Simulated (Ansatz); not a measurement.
# GeHN2: the cost of one run

The runs use Ansatz 0.2.0, Gaussian basis; cc-pVDZ, all electrons in the functionals, frozen cores in the correlation of double hybrids and RPA.

To be run: wB97M-V, B2PLYP, RPA-PBE, at charge 0, doublet; charge 0, quartet; charge 1, singlet; charge 1, triplet; displaced geometry v1; displaced geometry v2.

17 further runs of the same task are left out: 9 that didn't finish, 8 set aside as unsound or not needed.

## 1. What is computed

The geometry is a PBE0/def2-TZVP stationary point (not a proven minimum). No spin-orbit coupling is included. The filled d shell of Ge may be among the frozen orbitals whatever the setting's name suggests; the logs give the count.

4 atoms, charge 0, spin multiplicity 2.

Atoms are counted from 1 here; the program's logs count them from 0.

Bond lengths: Ge1–N2 2.064 Å, Ge1–H4 1.592 Å, N2–N3 1.103 Å. Angles: N2–Ge1–H4 83.3°, Ge1–N2–N3 171.9°.

No dispersion term is added; wB97M-V holds VV10 nonlocal correlation.

The geometry shown and the zero of energy belong to the point charge 0, doublet. The yardstick, UCCSDT(Q), and other wave-function levels (R restricted, U unrestricted, valence and pair active spaces) come from earlier runs.

## 2. wB97M-V, charge 0, doublet

in.yaml

```yaml
crystal:
  periodic: [false, false, false]
  atoms:
    - {symbol: Ge, position_ang: [0.000000, -0.031412, 0.720207]}
    - {symbol: N, position_ang: [0.000000, 0.075260, -1.340574]}
    - {symbol: N, position_ang: [0.000000, -0.024411, -2.438823]}
    - {symbol: H, position_ang: [0.000000, 1.557202, 0.616174]}
basis:
  gaussian: {orbitals: cc-pVDZ}
magnetization: {spin_polarized: true, initial_magnetization: 1}
hamiltonian: {xc: {name: wB97M-V}}
output: {orbitals: {seedname: orbitals}}
```

The run is started by

```
> ansatz run in.yaml --threads 1 --pin off --events-out ev --progress --plain --max-ram 2393MiB
```

**Question.** How long does this run take on 1 thread of Arm Neoverse V1, shared host?

About 14 s.
